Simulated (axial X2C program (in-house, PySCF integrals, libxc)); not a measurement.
# SeSi⁺: from the state search to constants

What are the state, bond length, wavenumber and bond energy of SeSi⁺, and what does spin–orbit coupling change?

Computed with an in-house X2C program for linear molecules on PySCF integrals. Level: all-electron X2C, Se dyall-cv3z, Si dyall-v3z.

All values are calculated.

## Step 1: Input

task.json reads:

```json
{"zs": [34, 14], "q": 1, "bas": ["dyall-cv3z", "dyall-v3z"], "levels": ["PBE0", "HF", "B3LYP"], "cc": true, "r0": 2.14, "thr": -2.0, "nmax": 90, "npts": 10, "nst": 2, "ntry": 6}
```

Keys: zs atomic numbers; q charge; bas basis sets; levels methods (HF also brings MP2); cc coupled cluster on or off; r0 starting distance in Å; thr threshold in hartree for freezing inner shells (an s shell follows its p shell); nmax most natural virtual spinors; npts points asked for on the curve; nst determinants followed; ntry starts of the search.

Started as:

```bash
$ python so2c.py task.json out
```

Spin-free means the one-electron spin-free X2C Hamiltonian; two-component (2c) means X2C with spin–orbit coupling and atomic mean-field two-electron Coulomb and Gaunt terms. Basis: Se dyall-cv3z contracted to [8s9p6d4f1g], Si dyall-v3z contracted to [8s7p2d1f]; Gaussian nuclei, density fitting. Masses: Se 79.917 u, Si 27.977 u.

Notation: σ, π±, δ± give the projection m of an orbital's angular momentum (0, ±1, ±2), α and β its spin, Λ and M_S the sums; ω is the projection of a spinor's total angular momentum and Ω the sum. Logs are in hartree.

The results follow Hamiltonian by Hamiltonian and level by level.

## Step 2: State search with PBE0

PBE0 moves the distance from 2.140 Å to 2.210 Å and compares determinants there.

Spin-free determinants:

```csv
ΔE (eV),state,open shells
0.00,"M_S = 1/2, Λ = 1","beyond closed shells: π+α, π+β, π-α"
0.42,"M_S = 1/2, Λ = 0",beyond closed shells: σα
2.69,"M_S = 3/2, Λ = 2","beyond closed shells: σα, 2 × π+α, π+β, π-α"
2.69,"M_S = 3/2, Λ = 0","beyond closed shells: σα, π+α, π+β, 2 × π-α"
2.87,"M_S = 3/2, Λ = 1","beyond closed shells: 2 × π+α, π-α"
3.07,"M_S = 1/2, Λ = 2","beyond closed shells: σα, 2 × π+α, π+β, π-β"
3.32,"M_S = 1/2, Λ = 0","beyond closed shells: σβ, π+α, π+β, 2 × π-α"
```

Two-component determinants:

```tsv
ΔE (eV)	state	open shells
0.00	Ω = 3/2	excess of +ω over −ω: ω = 3/2
0.17	Ω = 1/2	excess of +ω over −ω: ω = 1/2
2.71	Ω = 7/2	excess of +ω over −ω: ω = 1/2, 2 × ω = 3/2
2.91	Ω = 1/2	excess of +ω over −ω: 2 × ω = -1/2, ω = 3/2
2.91	Ω = 3/2	excess of +ω over −ω: ω = 3/2
2.96	Ω = 5/2	excess of +ω over −ω: ω = -1/2, 2 × ω = 3/2
3.29	Ω = 5/2	excess of +ω over −ω: 2 × ω = 1/2, ω = 3/2
```

## Step 3: PBE0, spin-free

State followed: M_S = 1/2, Λ = 1 (beyond closed shells: π+α, π+β, π-α). The scan is laid around 2.210 Å, a first estimate of the minimum, and this SCF restarts from the orbitals of the search.

Output at 2.210 Å:

```text
spin-free X2C-1e  PBE0
basis functions 148  fitting functions 888  grid points 5078
iter        total energy     max residual
   1      -2719.318793037     7.86e-06
   2      -2719.318793038     5.06e-06
converged
one-electron -3996.73455216  Coulomb 1272.34059537  exact exchange -26.74183681  xc functional -82.15962949  nuclear repulsion 113.97663004
```

Along the bond, energies from the lowest point:

| R (Å) | E (eV) | μ (D) | HOMO (eV) | LUMO (eV) | iterations |
| --- | --- | --- | --- | --- | --- |
| 1.923 | 1.0191 | 2.42 | -14.30 | -12.98 | 11 |
| 2.011 | 0.4237 | 2.91 | -14.35 | -12.61 | 11 |
| 2.077 | 0.1683 | 3.28 | -14.37 | -12.35 | 11 |
| 2.144 | 0.0366 | 3.65 | -14.28 | -12.11 | 11 |
| 2.210 | 0.0000 | 4.03 | -14.02 | -11.88 | 2 |
| 2.287 | 0.0485 | 4.46 | -13.74 | -11.63 | 11 |
| 2.365 | 0.1693 | 4.89 | -13.47 | -11.40 | 12 |
| 2.464 | 0.3967 | 5.40 | -13.16 | -11.14 | 12 |
| 2.586 | 0.7393 | 5.94 | -12.80 | -10.87 | 13 |
| 2.763 | 1.2731 | 6.35 | -12.37 | -10.58 | 14 |

Dipoles are positive if Si is the positive end and refer to the centre of mass.

Outer orbitals at the reference distance:

```json
{"symmetry": "σα", "occupied": "yes", "ε (eV)": "-27.09", "atomic character": "73% Se s, 10% Si p, 10% Si s"}
{"symmetry": "σβ", "occupied": "yes", "ε (eV)": "-26.03", "atomic character": "71% Se s, 12% Si s, 10% Si p"}
{"symmetry": "σα", "occupied": "yes", "ε (eV)": "-19.47", "atomic character": "55% Si s, 30% Se p, 10% Se s"}
{"symmetry": "σβ", "occupied": "yes", "ε (eV)": "-19.20", "atomic character": "56% Si s, 28% Se p, 11% Se s"}
{"symmetry": "π+α", "occupied": "yes", "ε (eV)": "-14.95", "atomic character": "79% Se p, 15% Si p, 5% Si d"}
{"symmetry": "π-α", "occupied": "yes", "ε (eV)": "-14.95", "atomic character": "79% Se p, 15% Si p, 5% Si d"}
{"symmetry": "σα", "occupied": "yes", "ε (eV)": "-14.52", "atomic character": "38% Se p, 36% Si p, 21% Si s"}
{"symmetry": "σβ", "occupied": "yes", "ε (eV)": "-14.34", "atomic character": "39% Se p, 38% Si p, 18% Si s"}
{"symmetry": "π+β", "occupied": "yes", "ε (eV)": "-14.02", "atomic character": "72% Se p, 22% Si p, 4% Si d"}
{"symmetry": "π-β", "occupied": "no", "ε (eV)": "-11.88", "atomic character": "67% Se p, 28% Si p, 4% Si d"}
{"symmetry": "π+α", "occupied": "no", "ε (eV)": "-9.16", "atomic character": "79% Si p, 14% Se p, 5% Se d"}
{"symmetry": "π-α", "occupied": "no", "ε (eV)": "-9.16", "atomic character": "79% Si p, 14% Se p, 5% Se d"}
{"symmetry": "π+β", "occupied": "no", "ε (eV)": "-8.95", "atomic character": "72% Si p, 20% Se p, 4% Se d"}
```

PBE0 fields in the half plane through the axis: z from -2.4 to 4.5 Å across, distance from the axis 0.15 to 2.25 Å upwards; Se lies at z = 0 and Si at z = 2.210 Å; the ELF is damped to zero where the density is low.

log10 density (e/bohr³). Ten even steps from '0' (-4.93 ) to '9' (1.42 ):
```
001112222222222222211100
011222333333333333222110
012233444444433343332211
112334455544444444443321
123345555555555555444322
123445666665555555554332
223455677766656776554432
233456689866667986554432
```

ELF. Ten even steps from ' ' (0.00 ) to '@' (0.99 ):
```
                ....                            
          ..::::--::::::..    ....::--::..      
        ::--==++++++==--::....--++######++::    
      ::==**######****++==----++##@@@@@@@@##::  
    ::==**##%%########**++====**%%@@@@@@@@@@**  
  ..--**%%%%##==--==**####**::..::##@@@@@@@@%%::
  ..==##%%%%--::==::--##%%==  ==--..@@@@@@@@@@++
  ::++##%%##::##::##..##%%::++##%%..**@@@@@@@@**
```

Re = 2.207 Å, ωe = 469 cm⁻¹, ωexe = 1.37 cm⁻¹, Be = 0.167 cm⁻¹, De = 3.79 eV, μ = 4.01 D.

## Step 4: HF, spin-free

Output at 2.210 Å:

```text
spin-free X2C-1e  HF
basis functions 148  fitting functions 888  grid points 5078
iter        total energy     max residual
   1      -2717.384673961     1.52e-01
   2      -2717.407631570     6.24e-03
   3      -2717.408756456     4.51e-03
   4      -2717.409013685     1.51e-03
   5      -2717.409124303     8.79e-04
   6      -2717.409180649     6.13e-04
   7      -2717.409206884     5.05e-04
   8      -2717.409227098     3.48e-04
   9      -2717.409238551     1.86e-04
  10      -2717.409242761     3.57e-05
  11      -2717.409242881     9.25e-06
  12      -2717.409242884     4.52e-06
  13      -2717.409242885     2.03e-06
converged
one-electron -3996.74601478  Coulomb 1272.42880734  exact exchange -107.06866549  xc functional 0.00000000  nuclear repulsion 113.97663004
```

No constants are quoted: the dipole of the solution doesn't run smoothly along the scan, a sign that its character may change, so the fit is set aside.

## Step 5: B3LYP, spin-free

Output at 2.210 Å:

```text
spin-free X2C-1e  B3LYP
basis functions 148  fitting functions 888  grid points 5078
iter        total energy     max residual
   1      -2719.790608927     3.23e-02
   2      -2719.792258464     1.63e-03
   3      -2719.792271350     5.30e-04
   4      -2719.792274300     2.93e-04
   5      -2719.792274997     7.74e-05
   6      -2719.792275141     3.36e-05
   7      -2719.792275196     4.23e-05
   8      -2719.792275245     6.42e-06
   9      -2719.792275249     2.71e-06
  10      -2719.792275249     4.93e-07
converged
one-electron -3996.80686369  Coulomb 1272.40838537  exact exchange -21.39042857  xc functional -87.97999841  nuclear repulsion 113.97663004
```

Re = 2.223 Å, ωe = 452 cm⁻¹, ωexe = 1.38 cm⁻¹, Be = 0.1646 cm⁻¹, De = 3.72 eV, μ = 4.15 D.

## Step 6: MP2 and beyond, spin-free

Correlated methods: 9 electrons correlated (frozen shells, counted by type: Se 3 s, 2 p, 1 d; Si 2 s, 1 p), 185 virtual spinors in MP2, 90 natural virtuals in coupled cluster.

Output of the correlated part at 2.210 Å:

```text
correlated 9  virtual 185  natural virtual 90  E(MP2) -0.196568994  MP2 remainder -0.004337430
iter   CCSD correlation   residual
   1     -0.211764164   1.32e-01
   2     -0.220170807   5.71e-02
   3     -0.222037857   2.48e-02
   4     -0.222227308   1.09e-02
   5     -0.222342340   4.93e-03
   6     -0.222354357   2.26e-03
   7     -0.222373888   9.14e-04
   8     -0.222378396   3.77e-04
   9     -0.222377276   1.60e-04
  10     -0.222378205   5.84e-05
  11     -0.222378083   2.04e-05
  12     -0.222378407   6.84e-06
  13     -0.222378431   2.69e-06
  14     -0.222378459   1.16e-06
  15     -0.222378468   5.31e-07
(T) -0.011561619  T1 0.0351  D1 0.0704  max T2 0.074
```

T1 in the output is the amplitude norm over the root of the electron number; divide by √2 for the Lee–Taylor value.

MP2: No constants are quoted: the dipole of the HF reference doesn't run smoothly along the scan, a sign that its character may change, so the fit is set aside.

CCSD: No constants are quoted: the dipole of the HF reference doesn't run smoothly along the scan, a sign that its character may change, so the fit is set aside.

CCSD(T): No constants are quoted: the dipole of the HF reference doesn't run smoothly along the scan, a sign that its character may change, so the fit is set aside.

## Step 7: A higher determinant, spin-free

State: M_S = 1/2, Λ = 0 (beyond closed shells: σα).

Output at the reference distance:

```text
spin-free X2C-1e  PBE0
basis functions 148  fitting functions 888  grid points 5078
iter        total energy     max residual
   1      -2719.303192583     3.85e-06
   2      -2719.303192582     6.27e-06
converged
one-electron -3996.55880215  Coulomb 1272.14433416  exact exchange -26.72783823  xc functional -82.13751641  nuclear repulsion 113.97663004
```

| R (Å) | E above the lowest PBE0 point (eV) |
| --- | --- |
| 1.923 | 0.378 |
| 2.011 | 0.175 |
| 2.077 | 0.176 |
| 2.144 | 0.268 |
| 2.210 | 0.425 |
| 2.287 | 0.662 |
| 2.365 | 0.936 |
| 2.464 | 1.313 |
| 2.586 | 1.771 |

Re = 2.043 Å, ωe = 568 cm⁻¹, ωexe = 2.28 cm⁻¹, Be = 0.1949 cm⁻¹, μ = 4.76 D. Te = 0.16 eV. As a difference of two determinants it need not be a gap between pure terms.

## Step 8: The spin-free curves together

Energy (eV) of the followed determinant, spin-free, from each level's lowest point:

| R (Å) | PBE0 | HF (dipole not smooth) | MP2 (HF's dipole not smooth) | CCSD (HF's dipole not smooth) | CCSD(T) (HF's dipole not smooth) | B3LYP |
| --- | --- | --- | --- | --- | --- | --- |
| 1.923 | 1.019 | 0.991 | 1.039 | n/a | n/a | 1.087 |
| 2.011 | 0.424 | 0.396 | 0.427 | 0.439 | 0.469 | 0.472 |
| 2.077 | 0.168 | 0.147 | 0.166 | 0.175 | 0.196 | 0.201 |
| 2.144 | 0.037 | 0.025 | 0.034 | 0.038 | 0.049 | 0.053 |
| 2.210 | 0.000 | 0.000 | 0.000 | 0.000 | 0.000 | 0.000 |
| 2.287 | 0.049 | 0.064 | 0.056 | 0.049 | 0.036 | 0.028 |
| 2.365 | 0.169 | 0.201 | 0.188 | 0.172 | 0.146 | 0.128 |
| 2.464 | 0.397 | 0.446 | 0.452 | 0.407 | 0.367 | 0.329 |
| 2.586 | 0.739 | 0.658 | 1.280 | n/a | n/a | 0.642 |
| 2.763 | 1.273 | 0.851 | 1.707 | n/a | n/a | 1.149 |

## Step 9: PBE0, 2c

State followed: Ω = 3/2 (excess of +ω over −ω: ω = 3/2). The scan is laid around 2.210 Å, a first estimate of the minimum, and this SCF restarts from the orbitals of the search.

The SCF at the reference distance of 2.210 Å:

```text
two-component X2C + atomic mean field  PBE0
basis functions 148  fitting functions 888  grid points 5078
iter        total energy     max residual
   1      -2718.464397415     7.55e-06
   2      -2718.464397418     7.30e-06
   3      -2718.464397419     3.45e-06
converged
one-electron -3994.56510257  Coulomb 1271.91964495  exact exchange -26.73242846  xc functional -82.13088633  nuclear repulsion 113.97663004  atomic mean-field constant -0.93225505
```

Along the bond, energies from the lowest point:

| R (Å) | E (eV) | μ (D) | HOMO (eV) | LUMO (eV) | iterations |
| --- | --- | --- | --- | --- | --- |
| 1.923 | 1.0219 | 2.43 | -14.29 | -12.88 | 11 |
| 2.011 | 0.4255 | 2.92 | -14.33 | -12.51 | 11 |
| 2.077 | 0.1694 | 3.29 | -14.35 | -12.25 | 11 |
| 2.144 | 0.0371 | 3.67 | -14.31 | -12.01 | 11 |
| 2.210 | 0.0000 | 4.04 | -14.09 | -11.78 | 3 |
| 2.287 | 0.0481 | 4.48 | -13.82 | -11.54 | 12 |
| 2.365 | 0.1688 | 4.91 | -13.56 | -11.31 | 12 |
| 2.464 | 0.3967 | 5.44 | -13.24 | -11.05 | 12 |
| 2.586 | 0.7420 | 6.02 | -12.89 | -10.79 | 13 |
| 2.763 | 1.2877 | 6.55 | -12.44 | -10.52 | 15 |

Dipoles are positive if Si is the positive end and refer to the centre of mass.

Outer spinors at the reference distance:

```tsv
ω	occupied	ε (eV)	atomic character	λ mixture
1/2	yes	-27.05	73% Se s, 10% Si s, 10% Si p	100% σ
-1/2	yes	-26.03	71% Se s, 12% Si s, 10% Si p	100% σ
1/2	yes	-19.47	55% Si s, 30% Se p, 10% Se s	100% σ
-1/2	yes	-19.19	56% Si s, 28% Se p, 11% Se s	100% σ
-1/2	yes	-15.05	78% Se p, 15% Si p, 5% Si d	97% π, 3% σ
3/2	yes	-14.80	77% Se p, 16% Si p, 5% Si d	100% π
1/2	yes	-14.54	41% Se p, 34% Si p, 20% Si s	93% σ, 7% π
-1/2	yes	-14.31	40% Se p, 37% Si p, 18% Si s	97% σ, 3% π
1/2	yes	-14.09	70% Se p, 22% Si p, 4% Si d	93% π, 7% σ
-3/2	no	-11.78	65% Se p, 29% Si p, 4% Si d	100% π
-1/2	no	-9.20	79% Si p, 14% Se p, 5% Se d	100% π
3/2	no	-9.14	78% Si p, 15% Se p, 5% Se d	100% π
1/2	no	-8.97	74% Si p, 19% Se p, 4% Se d	100% π
```

PBE0 fields in the half plane through the axis: z from -2.4 to 4.5 Å across, distance from the axis 0.15 to 2.25 Å upwards; Se lies at z = 0 and Si at z = 2.210 Å; the ELF is damped to zero where the density is low.

log10 density (e/bohr³). Ten even steps from '0' (-4.93 ) to '9' (1.42 ):
```
001112222222222222211100
011222333333333333222110
012233444444433343332211
112334455544444444443321
123345555555555555444322
123445666665555555554332
223455677766656776554432
233456689866667986554432
```

ELF. Ten even steps from '0' (0.00 ) to '9' (0.99 ):
```
000000001100000000000000
000001223222100112321000
000023455543211357775200
000246777665433579999720
002467877776544689999960
013688743467762127999982
014788324237840431999995
025787272717825781699996
```

Re = 2.207 Å, ωe = 469 cm⁻¹, ωexe = 1.35 cm⁻¹, Be = 0.167 cm⁻¹, De = 3.82 eV, μ = 4.03 D.

## Step 10: HF, 2c

The SCF at the reference distance of 2.210 Å:

```text
two-component X2C + atomic mean field  HF
basis functions 148  fitting functions 888  grid points 5078
iter        total energy     max residual
   1      -2716.530796474     1.52e-01
   2      -2716.553721495     6.23e-03
   3      -2716.554836130     4.48e-03
   4      -2716.555088686     1.51e-03
   5      -2716.555193254     8.85e-04
   6      -2716.555243168     6.04e-04
   7      -2716.555265155     4.47e-04
   8      -2716.555280870     3.17e-04
   9      -2716.555289839     1.77e-04
  10      -2716.555293800     7.63e-05
  11      -2716.555294168     6.95e-05
  12      -2716.555294374     6.19e-05
  13      -2716.555294801     4.76e-05
  14      -2716.555295276     2.28e-05
  15      -2716.555295371     5.78e-06
  16      -2716.555295374     2.45e-06
  17      -2716.555295375     1.09e-06
converged
one-electron -3994.58668699  Coulomb 1272.01773982  exact exchange -107.03072319  xc functional 0.00000000  nuclear repulsion 113.97663004  atomic mean-field constant -0.93225505
```

No constants are quoted: the dipole of the solution doesn't run smoothly along the scan, a sign that its character may change, so the fit is set aside.

## Step 11: B3LYP, 2c

Output at 2.210 Å:

```text
two-component X2C + atomic mean field  B3LYP
basis functions 148  fitting functions 888  grid points 5078
iter        total energy     max residual
   1      -2718.936043839     3.23e-02
   2      -2718.937690813     1.63e-03
   3      -2718.937703041     5.39e-04
   4      -2718.937705813     3.15e-04
   5      -2718.937706421     5.79e-05
   6      -2718.937706528     4.91e-05
   7      -2718.937706577     2.82e-05
   8      -2718.937706614     9.64e-06
   9      -2718.937706617     3.02e-06
  10      -2718.937706618     4.70e-07
converged
one-electron -3994.63679808  Coulomb 1271.98688062  exact exchange -21.38292078  xc functional -87.94924337  nuclear repulsion 113.97663004  atomic mean-field constant -0.93225505
```

Re = 2.224 Å, ωe = 452 cm⁻¹, ωexe = 1.37 cm⁻¹, Be = 0.1645 cm⁻¹, De = 3.70 eV, μ = 4.16 D.

## Step 12: Correlated methods, 2c

Correlated methods: 9 electrons correlated (frozen shells, counted by type: Se 3 s, 2 p, 1 d; Si 2 s, 1 p), 185 virtual spinors in MP2, 90 natural virtuals in coupled cluster.

Output of the correlated part at 2.210 Å:

```text
correlated 9  virtual 185  natural virtual 90  E(MP2) -0.196624874  MP2 remainder -0.004340307
iter   CCSD correlation   residual
   1     -0.211788990   1.32e-01
   2     -0.220152103   5.71e-02
   3     -0.222039028   2.48e-02
   4     -0.222206251   1.05e-02
   5     -0.222307164   4.66e-03
   6     -0.222315453   2.15e-03
   7     -0.222332855   8.89e-04
   8     -0.222337493   3.79e-04
   9     -0.222336291   1.63e-04
  10     -0.222337252   6.18e-05
  11     -0.222337061   2.34e-05
  12     -0.222337418   1.01e-05
  13     -0.222337445   5.56e-06
  14     -0.222337482   3.29e-06
  15     -0.222337487   1.66e-06
(T) -0.011548903  T1 0.0346  D1 0.0696  max T2 0.073
```

MP2: No constants are quoted: the dipole of the HF reference doesn't run smoothly along the scan, a sign that its character may change, so the fit is set aside.

CCSD: No constants are quoted: the dipole of the HF reference doesn't run smoothly along the scan, a sign that its character may change, so the fit is set aside.

CCSD(T): No constants are quoted: the dipole of the HF reference doesn't run smoothly along the scan, a sign that its character may change, so the fit is set aside.

## Step 13: A higher determinant, 2c

State: Ω = 1/2 (excess of +ω over −ω: ω = 1/2).

Output at the reference distance:

```text
two-component X2C + atomic mean field  PBE0
basis functions 148  fitting functions 888  grid points 5078
iter        total energy     max residual
   1      -2718.458269247     1.40e-05
   2      -2718.458269266     7.68e-06
   3      -2718.458269274     8.91e-06
   4      -2718.458269281     2.99e-06
   5      -2718.458269282     2.42e-06
converged
one-electron -3994.47477717  Coulomb 1271.83130201  exact exchange -26.73128729  xc functional -82.12788183  nuclear repulsion 113.97663004  atomic mean-field constant -0.93225505
```

| R (Å) | E above the lowest PBE0 point (eV) |
| --- | --- |
| 1.923 | 0.465 |
| 2.011 | 0.250 |
| 2.077 | 0.229 |
| 2.144 | 0.190 |
| 2.210 | 0.167 |
| 2.287 | 0.219 |
| 2.365 | 0.341 |
| 2.464 | 0.567 |
| 2.586 | 0.904 |

No constants are quoted: the dipole of the solution doesn't run smoothly along the scan, a sign that its character may change, so the fit is set aside.

## Step 14: The 2c curves together

Energy (eV) of the followed determinant, 2c, from each level's lowest point:

| R (Å) | PBE0 | HF (dipole not smooth) | MP2 (HF's dipole not smooth) | CCSD (HF's dipole not smooth) | CCSD(T) (HF's dipole not smooth) | B3LYP |
| --- | --- | --- | --- | --- | --- | --- |
| 1.923 | 1.022 | 0.992 | 1.043 | n/a | n/a | 1.090 |
| 2.011 | 0.425 | 0.397 | 0.430 | 0.440 | 0.471 | 0.474 |
| 2.077 | 0.169 | 0.147 | 0.168 | 0.176 | 0.197 | 0.203 |
| 2.144 | 0.037 | 0.025 | 0.034 | 0.039 | 0.050 | 0.054 |
| 2.210 | 0.000 | 0.000 | 0.000 | 0.000 | 0.000 | 0.000 |
| 2.287 | 0.048 | 0.064 | 0.056 | 0.048 | 0.035 | 0.028 |
| 2.365 | 0.169 | 0.201 | 0.189 | 0.171 | 0.145 | 0.127 |
| 2.464 | 0.397 | 0.447 | 0.458 | 0.405 | 0.362 | 0.328 |
| 2.586 | 0.742 | 0.703 | 1.301 | n/a | n/a | 0.642 |
| 2.763 | 1.288 | 0.905 | 1.764 | n/a | n/a | 1.154 |

Time for the job: 6.1 min (1 thread of Intel Xeon at 2.50GHz (Skylake/Cascade Lake), shared host); peak memory 0.55 GiB.

## Step 15: What came out

Lowest determinant that the search found at its distance, spin-free: M_S = 1/2, Λ = 1 (beyond closed shells: π+α, π+β, π-α).

Lowest determinant that the search found at its distance, 2c: Ω = 3/2 (excess of +ω over −ω: ω = 3/2).

```tsv
Hamiltonian	level	Re (Å)	ωe (cm⁻¹)	De (eV)	μ (D)
spin-free	PBE0	2.207	469	3.79	4.01
spin-free	B3LYP	2.223	452	3.72	4.15
2c	PBE0	2.207	469	3.82	4.03
2c	B3LYP	2.224	452	3.70	4.16
```

Dipoles are positive if Si is the positive end and refer to the centre of mass. No constants: spin-free HF (the dipole of the solution doesn't run smoothly along the scan, a sign that its character may change, so the fit is set aside); spin-free MP2 (the dipole of the HF reference doesn't run smoothly along the scan, a sign that its character may change, so the fit is set aside); spin-free CCSD (the dipole of the HF reference doesn't run smoothly along the scan, a sign that its character may change, so the fit is set aside); spin-free CCSD(T) (the dipole of the HF reference doesn't run smoothly along the scan, a sign that its character may change, so the fit is set aside); 2c HF (the dipole of the solution doesn't run smoothly along the scan, a sign that its character may change, so the fit is set aside); 2c MP2 (the dipole of the HF reference doesn't run smoothly along the scan, a sign that its character may change, so the fit is set aside); 2c CCSD (the dipole of the HF reference doesn't run smoothly along the scan, a sign that its character may change, so the fit is set aside); 2c CCSD(T) (the dipole of the HF reference doesn't run smoothly along the scan, a sign that its character may change, so the fit is set aside).

Time per point (s) on 1 thread of Intel Xeon at 2.50GHz (Skylake/Cascade Lake), shared host (2c runs); the times are rough: PBE0 1.4, B3LYP 1.4.

In words: At PBE0, going from spin-free to two-component changes Re by 0 mÅ, ωe by 0.0 %, which is small (part of it comes from the scalar share of the two-electron terms). De moves by +0.04 eV; both De rest on single-determinant atoms, which can miss part of an open shell's spin–orbit lowering.

De refers to Se + Si+, each in the lowest determinant found, which need not be this curve's own limit. The state is a single determinant with fixed occupations, the lowest that a limited PBE0 search found. Dissociation energies refer to the lowest single-determinant-based atoms at the same level and basis. Density functionals use the spin component along the axis (collinear).
